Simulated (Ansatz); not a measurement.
# Hf2Pd2Se2Br2O3 (Cm) in Ansatz: a series of runs

The runs below take Hf2Pd2Se2Br2O3 through band structure, with PBEsol, r2SCAN.

Everything below comes from runs of Ansatz 0.2.0. Logs are shortened: lines on timing, memory, paths and dates and some standing lists are left out, and cuts for length are marked.

## (1) The structure

The structure is monoclinic, space group Cm (No. 8). Conventional cell: a = 15.354 Å, b = 3.419 Å, c = 13.208 Å, α = 90.00°, β = 107.63°, γ = 90.00°. Hf (site symmetry m) has 3 O at 1.97 to 2.13 Å as nearest neighbours. Hf (site symmetry m) has 3 O at 1.87 to 2.09 Å as nearest neighbours. Pd (site symmetry m) has 2 O at 2.23 Å and 2 Se at 2.41 Å as nearest neighbours. Pd (site symmetry m) is surrounded by 4 Se at 2.42 to 2.60 Å. Around Se (site symmetry m) lie 2 Pd at 2.42 Å and 1 Hf at 2.76 Å. Se (site symmetry m) has 4 Pd at 2.41 to 2.60 Å as nearest neighbours. Around Br (site symmetry m) lie 3 Hf at 2.82 to 3.06 Å and 3 O at 3.21 to 3.22 Å. Br (site symmetry m) is surrounded by 2 Hf at 2.73 Å.

The cell was built by a generator and needn't be a form met in nature.

## (2) Band structure, PBEsol

input.yaml

```yaml
crystal:
  lattice:
    - [7.58666, -1.70971, -1.17576]
    - [7.58666, 1.70971, -1.17576]
    - [-2.02446, 0.0, 13.05155]
  atoms:
    - { symbol: Hf, position: [0.94514, 0.94514, 0.06144] }
    - { symbol: Hf, position: [0.60628, 0.60628, 0.28309] }
    - { symbol: Pd, position: [0.1792, 0.1792, 0.50964] }
    - { symbol: Pd, position: [0.32286, 0.32286, 0.74307] }
    - { symbol: Se, position: [0.92232, 0.92232, 0.84566] }
    - { symbol: Se, position: [0.78991, 0.78991, 0.588] }
    - { symbol: Br, position: [0.58645, 0.58645, 0.0452] }
    - { symbol: Br, position: [0.24604, 0.24604, 0.28651] }
    - { symbol: O, position: [0.59701, 0.59701, 0.42127] }
    - { symbol: O, position: [0.38554, 0.38554, 0.07302] }
    - { symbol: O, position: [0.03094, 0.03094, 0.22169] }
hamiltonian:
  xc: pbesol
  pseudopotentials: { kind: paw }
kpoints:
  mp_grid: { grid: [8, 8, 2] }
  band_path:
    path:
      - [[0.0, 0.0, 0.0], [0.5, 0.5, -1.0], [0.3682145576, 0.3682145576, -1.1708748028], [0.5, 0.5, -0.5], [0.7411549895, 0.2588450105, -0.5]]
      - [[0.2588450105, -0.2588450105, 0.5], [0.0, 0.0, 0.5], [0.6317854424, 0.6317854424, 0.1708748028]]
      - [[0.5, 0.5, -1.0], [0.7275117419, 0.2724882581, -1.0]]
      - [[0.2724882581, -0.2724882581, 0.0], [0.0, 0.0, 0.0], [0.5, 0.0, -0.5]]
      - [[0.5, 0.0, 0.0], [0.0, 0.0, 0.0]]
    npoints: 10
scf:
  occupations: { method: fermi_dirac, width: 0.05 }
  n_extra_bands: 27
output:
  forces: true
  stress: true
  eigenvalues: true
  fatbands: false
```

Potentials or basis: Ansatz PAW.

Launch:

```
$ ansatz run input.yaml --threads 8 --pin off --max-ram 20480MiB --backend cpu --events-out ev --progress --plain --runs-dir out
```

The log of the run:

```text
Warning: RAYON_NUM_THREADS=8 ignored (pool sized by the plan → 8); use --threads N
basis.fft_grid_basis auto: the FFT boxes are laid along the combinations [[1, -1, 0], [0, 1, 0], [0, 0, 1]] of the cell's own vectors, 3.419, 7.865 and 13.208 Å long. The dense box has 24×54×90 points. Along the cell's own vectors, as sized, it would have 54×54×90, 2.25 times as many. Of the 2 symmetry operations that the crystal satisfies within crystal.symmetry.tolerance (time reversal apart; of a slab, those that keep its plane) the dense box along the cell's own vectors carries 2, and the one as laid loses 1 of those. basis.fft_grid_basis: typed keeps the cell's own vectors: state it where this run's energies or levels are differenced outside the engine with another run's, or held beside a run that keeps those vectors.
scf.n_extra_bands = 27 over 76 filled bands (N_el = 152.0): the run solves 103 bands
Engine: ansatz 0.2.0, aarch64-unknown-linux-gnu
Pseudopotentials: kind: paw
Pseudopotential: Hf, paw, valence charge 26, recommended cutoff 420 eV (normal), Hf.paw.azcp
Pseudopotential: Pd, paw, valence charge 18, recommended cutoff 420 eV (normal), Pd.paw.azcp
Pseudopotential: Se, paw, valence charge 16, recommended cutoff 420 eV (normal), Se.paw.azcp
[... 83 lines left out ...]
        0.000000      -3.337207       0.000000
       -0.730787       0.000000      -2.349721
  P = ⅓ Tr σ = -2.4764 GPa (-24.764 kbar)
--- Band table (eV; the first three rows and the last of 42) ---
  k-point 0: bands = ["-79.0414", "-78.9989", "-57.9739", "-57.9529", "-45.0395", "-45.0178", "-45.0151", "-44.9783", "-44.3922", "-44.3057", "-43.0861", "-43.0836", "-43.0406", "-43.0162", "-43.0070", "-42.6977", "-42.6961", "-42.5984", "-42.5605", "-42.5389", "-26.8839", "-26.7903", "-26.7586", "-26.6636", "-26.6078", "-26.5660", "-14.4606", "-13.7048", "-12.9750", "-10.8376", "-10.6632", "-8.6396", "-8.0229", "-7.9183", "-7.8909", "-7.8840", "-7.8735", "-7.8714", "-7.8607", "-7.8546", "-7.8395", "-7.8330", "-7.8090", "-7.8079", "-7.8055", "-7.7730", "-7.7617", "-1.8608", "-0.9761", "-0.8590", "-0.7856", "-0.4577", "-0.2986", "-0.1375", "0.0971", "0.6926", "0.8243", "1.0281", "1.0661", "1.1739", "1.2130", "1.5642", "1.8352", "1.9161", "2.2476", "2.3232", "2.5358", "2.9807", "3.0106", "3.0594", "3.2504", "3.5437", "3.5594", "3.9456", "4.2548", "4.4847", "5.7995", "6.6413", "7.1477", "7.4686", "7.6385", "7.8347", "7.9890", "8.0850", "8.4609", "8.6399", "9.2507", "9.7332", "10.0862", "10.3398", "10.4086", "10.4553", "11.2395", "11.2483", "11.5612", "11.9260", "12.0255", "12.3560", "12.5182", "13.0444", "13.4913", "13.8819", "14.1010"]
  k-point 1: bands = ["-79.0414", "-78.9989", "-57.9739", "-57.9529", "-45.0395", "-45.0178", "-45.0151", "-44.9783", "-44.3922", "-44.3057", "-43.0861", "-43.0836", "-43.0406", "-43.0162", "-43.0070", "-42.6977", "-42.6961", "-42.5984", "-42.5605", "-42.5389", "-26.8839", "-26.7903", "-26.7586", "-26.6636", "-26.6078", "-26.5660", "-14.4606", "-13.7048", "-12.9750", "-10.8375", "-10.6634", "-8.6378", "-8.0224", "-7.9183", "-7.8909", "-7.8846", "-7.8735", "-7.8712", "-7.8607", "-7.8547", "-7.8395", "-7.8294", "-7.8143", "-7.8090", "-7.8055", "-7.7716", "-7.7627", "-1.8558", "-0.8719", "-0.8594", "-0.7853", "-0.5706", "-0.2989", "-0.1356", "0.0013", "0.6753", "0.8295", "1.0243", "1.0615", "1.1700", "1.4368", "1.4853", "1.8478", "2.0292", "2.2564", "2.2610", "2.5292", "2.9146", "2.9917", "3.0711", "3.1826", "3.5609", "3.6328", "3.9382", "4.2795", "4.3807", "5.8175", "6.6307", "7.0781", "7.4878", "7.7030", "7.9230", "8.0361", "8.2317", "8.5119", "8.6030", "8.9738", "9.4328", "10.0321", "10.4103", "10.4577", "10.7881", "11.2397", "11.3904", "11.5691", "11.9169", "12.0201", "12.2028", "12.4086", "13.0657", "13.3943", "13.7951", "14.1947"]
  k-point 2: bands = ["-79.0413", "-78.9988", "-57.9724", "-57.9517", "-45.0421", "-45.0205", "-45.0151", "-44.9783", "-44.3920", "-44.3055", "-43.0859", "-43.0834", "-43.0406", "-43.0161", "-43.0071", "-42.6977", "-42.6959", "-42.5984", "-42.5605", "-42.5389", "-26.8768", "-26.7911", "-26.7550", "-26.6713", "-26.6464", "-26.6225", "-14.3990", "-13.5819", "-12.9621", "-10.7879", "-10.6140", "-8.5459", "-7.9851", "-7.9185", "-7.8923", "-7.8796", "-7.8767", "-7.8685", "-7.8611", "-7.8533", "-7.8401", "-7.8255", "-7.8176", "-7.8102", "-7.7969", "-7.7725", "-7.7634", "-1.6967", "-1.1604", "-0.8456", "-0.7433", "-0.5575", "-0.1839", "0.1117", "0.2694", "0.6416", "0.8030", "0.9099", "1.0403", "1.1796", "1.2002", "1.5746", "1.6380", "1.9707", "2.0358", "2.1824", "2.3490", "2.4376", "2.8715", "3.1930", "3.2155", "3.5065", "3.7183", "4.0042", "4.1804", "4.5509", "5.4136", "6.5395", "6.7927", "7.4079", "7.7699", "7.9158", "8.1379", "8.3277", "8.5912", "8.7292", "9.4550", "9.7785", "10.0140", "10.2792", "10.4717", "10.6563", "11.0044", "11.4156", "11.8700", "12.2663", "12.5849", "12.8333", "12.9022", "13.4497", "13.6137", "13.8054", "14.1231"]
  k-point 41: bands = ["-79.0414", "-78.9989", "-57.9739", "-57.9529", "-45.0395", "-45.0178", "-45.0151", "-44.9783", "-44.3922", "-44.3057", "-43.0861", "-43.0836", "-43.0406", "-43.0162", "-43.0070", "-42.6977", "-42.6961", "-42.5984", "-42.5605", "-42.5389", "-26.8839", "-26.7903", "-26.7586", "-26.6636", "-26.6078", "-26.5660", "-14.4602", "-13.7047", "-12.9750", "-10.8404", "-10.6619", "-8.6395", "-8.0229", "-7.9183", "-7.8909", "-7.8840", "-7.8735", "-7.8714", "-7.8607", "-7.8546", "-7.8395", "-7.8330", "-7.8090", "-7.8081", "-7.8055", "-7.7730", "-7.7619", "-1.8504", "-0.9747", "-0.8588", "-0.7160", "-0.4195", "-0.2974", "-0.1373", "0.0745", "0.5764", "0.7588", "1.0281", "1.0732", "1.1488", "1.2529", "1.5239", "1.8398", "1.9259", "2.2475", "2.3209", "2.5313", "2.9875", "3.0105", "3.0597", "3.2549", "3.5429", "3.5589", "3.9336", "4.2490", "4.4787", "5.7996", "6.6484", "7.1474", "7.5458", "7.8382", "7.9120", "8.0828", "8.3999", "8.6355", "8.7213", "9.3515", "9.4520", "9.7794", "10.4533", "10.4605", "10.7567", "10.8356", "11.0794", "11.2494", "11.3911", "11.6418", "12.4459", "12.7097", "12.8903", "13.1194", "13.6082", "13.7036"]
```

Run time: 65 s. Hardware: 8 threads of Arm Neoverse V1, shared host; peak memory 2.9 GiB.

Results:

```
Free energy             : -63022.3127 eV
Pressure                : -2.5 GPa
Largest force           : 0.348 eV/Å
Band gap on the k mesh  : 0.81 eV, indirect (least direct gap 0.85 eV)
Band gap along the path : 0.62 eV, direct
```

Forces in eV/Å, atoms in the order of the input:
```
Hf   0.068  0.000  0.142
Hf  -0.060  0.000  0.103
Pd   0.161  0.000 -0.132
Pd   0.217  0.000 -0.079
Se  -0.254  0.000 -0.079
Se  -0.307  0.000  0.117
Br  -0.283  0.000  0.164
Br  -0.334  0.000  0.055
O    0.306  0.000 -0.122
O    0.335  0.000 -0.092
O    0.151  0.000 -0.076
```

Stress tensor (GPa, compression positive):
```
-1.74  0.00 -0.73
 0.00 -3.34  0.00
-0.73  0.00 -2.35
```

Levels at the corners of the path, in eV from the valence-band top:
| point | band 73 | band 74 | band 75 | band 76 | band 77 | band 78 | band 79 | band 80 |
| --- | --- | --- | --- | --- | --- | --- | --- | --- |
| Γ | -1.03 | -0.64 | -0.34 | -0.11 | 1.21 | 2.05 | 2.56 | 2.88 |
| Y | -0.97 | -0.67 | -0.32 | -0.19 | 1.23 | 2.05 | 2.49 | 2.99 |
| F | -1.02 | -0.66 | -0.33 | -0.14 | 1.22 | 2.05 | 2.53 | 2.97 |
| L | -1.03 | -0.66 | -0.34 | -0.11 | 1.21 | 2.06 | 2.56 | 2.96 |
| I | -0.93 | -0.84 | -0.65 | -0.44 | 1.31 | 1.82 | 2.69 | 2.79 |
| I1 | -0.93 | -0.84 | -0.65 | -0.44 | 1.31 | 1.82 | 2.69 | 2.79 |
| Z | -0.96 | -0.65 | -0.31 | -0.21 | 1.23 | 2.04 | 2.49 | 2.90 |
| F1 | -1.02 | -0.66 | -0.33 | -0.14 | 1.22 | 2.05 | 2.53 | 2.97 |
| Y | -0.97 | -0.67 | -0.32 | -0.19 | 1.23 | 2.05 | 2.49 | 2.99 |
| X1 | -0.98 | -0.77 | -0.65 | -0.42 | 1.30 | 1.80 | 2.64 | 2.77 |
| X | -0.98 | -0.77 | -0.65 | -0.42 | 1.30 | 1.80 | 2.64 | 2.77 |
| Γ | -1.03 | -0.64 | -0.34 | -0.11 | 1.21 | 2.05 | 2.56 | 2.88 |
| N | -0.93 | -0.84 | -0.65 | -0.44 | 1.31 | 1.84 | 2.69 | 2.81 |
| M | -0.94 | -0.84 | -0.64 | -0.44 | 1.32 | 1.83 | 2.70 | 2.80 |
| Γ | -1.03 | -0.64 | -0.34 | -0.11 | 1.21 | 2.05 | 2.56 | 2.88 |

Caveat: the k mesh misses the band edges, so the gap on the mesh is wider than the one along the path; spin-orbit coupling is left out, which moves the levels of the heavy elements; the PAW data sets come from PBE, with cores solved anew for the run's functional, which leaves a small shift of forces and pressure. PBEsol gaps usually lie below the measured ones, often by a third to a half.

## (3) Band structure, r2SCAN, spin-orbit coupling, no magnetisation

Edit input.yaml of step 2 so:

```diff
@@ -18,6 +18,9 @@
 hamiltonian:
-  xc: pbesol
-  pseudopotentials: { kind: paw }
+  xc: r2scan
+  pseudopotentials: { kind: paw_fr }
+magnetization:
+  noncollinear: true
+  spin_orbit: true
 kpoints:
-  mp_grid: { grid: [8, 8, 2] }
+  mp_grid: { grid: [6, 6, 2] }
   band_path:
@@ -37,2 +40,2 @@
   eigenvalues: true
-  fatbands: false
+  fatbands: true
```

Potentials or basis: Ansatz PAW.

Launch:

```
$ ansatz run input.yaml --threads 8 --pin off --max-ram 20480MiB --backend cpu --events-out ev --progress --plain --runs-dir out
```

Wall time 5 min (8 threads of AMD EPYC 9R45 (Zen 5), shared host); peak memory 12 GiB.

It converged, with:

* Free energy: -63616.8810 eV
* Pressure: -1.5 GPa
* Largest force: 0.544 eV/Å
* Band gap on the k mesh: 0.78 eV, indirect (least direct gap 0.78 eV)
* Band gap along the path: 0.76 eV, direct

Forces on the atoms (eV/Å):
```
Hf  -0.096  0.000  0.108
Hf  -0.218  0.000  0.289
Pd   0.056  0.000 -0.039
Pd   0.281  0.000  0.092
Se  -0.275  0.000  0.014
Se  -0.223  0.000 -0.050
Br  -0.138  0.000  0.144
Br  -0.198  0.000  0.061
O    0.288  0.000 -0.462
O    0.378  0.000 -0.102
O    0.144  0.000 -0.055
```

Stress tensor (GPa, compression positive):
```
-1.22  0.00 -0.13
 0.00 -1.80  0.00
-0.13  0.00 -1.49
```

Levels at the corners of the path, in eV from the valence-band top:
```tsv
point	band 150	band 151	band 152	band 153	band 154	band 155
Γ	-0.36	-0.12	-0.12	1.32	1.32	2.35
Y	-0.35	-0.20	-0.20	1.33	1.33	2.35
F	-0.36	-0.15	-0.15	1.32	1.32	2.36
L	-0.37	-0.13	-0.13	1.32	1.32	2.36
I	-0.68	-0.51	-0.50	1.49	1.49	2.02
I1	-0.68	-0.51	-0.50	1.49	1.49	2.02
Z	-0.35	-0.21	-0.21	1.33	1.33	2.35
F1	-0.36	-0.15	-0.15	1.32	1.32	2.36
Y	-0.35	-0.20	-0.20	1.33	1.33	2.35
X1	-0.67	-0.49	-0.46	1.47	1.49	1.98
X	-0.67	-0.49	-0.46	1.47	1.49	1.98
Γ	-0.36	-0.12	-0.12	1.32	1.32	2.35
N	-0.69	-0.51	-0.51	1.49	1.49	2.04
M	-0.68	-0.51	-0.51	1.50	1.50	2.03
Γ	-0.36	-0.12	-0.12	1.32	1.32	2.35
```

Caveat: the PAW data sets come from PBE, with cores solved anew for the run's functional, which leaves a small shift of forces and pressure. r2SCAN opens gaps a little over a GGA but as a rule still falls short of measured ones.

## (4) For comparison

An earlier run on the cell as given: functional PBE; potentials or basis Ansatz PAW; cutoff 420 eV (not typed: the program's choice for these potentials); k mesh 8 × 8 × 2; occupations fermi-dirac, width 0.05 eV; no spin polarisation.

- Pressure: 0.0 GPa
- Largest force: 0.006 eV/Å
- Band gap on the k mesh: 0.84 eV, indirect (least direct gap 0.88 eV)

## (5) The runs side by side

| task | level | spin | k mesh | cutoff (eV) | points for each segment of the path | gap on the mesh (eV) | pressure (GPa) | largest force (eV/Å) |
| --- | --- | --- | --- | --- | --- | --- | --- | --- |
| band structure | PBEsol | off | 8 × 8 × 2 | 420 | 10 | 0.81 | -2.5 | 0.35 |
| band structure | r2SCAN | SOC, no magnetisation | 6 × 6 × 2 | 500 | 10 | 0.78 | -1.5 | 0.54 |
| single point | PBE | off | 8 × 8 × 2 | 420 | - | 0.84 | 0.0 | 0.01 |

Alike in all rows: potentials or basis Ansatz PAW; cell as given; smearing fermi-dirac 0.05 eV.

The pressure there spans -2.5 GPa (PBEsol) to 0.0 GPa (PBE); a positive pressure means that this level wants a larger cell, a negative one a smaller.

Caveats: spin-orbit coupling is left out, which moves the levels of the heavy elements (some runs); the PAW data sets come from PBE, with cores solved anew for the run's functional, which leaves a small shift of forces and pressure (some runs); the k mesh misses the band edges, so the gap on the mesh is wider than the one along the path (some runs).

Total energies depend on the potentials used, so only differences within one code and one set of settings carry meaning.
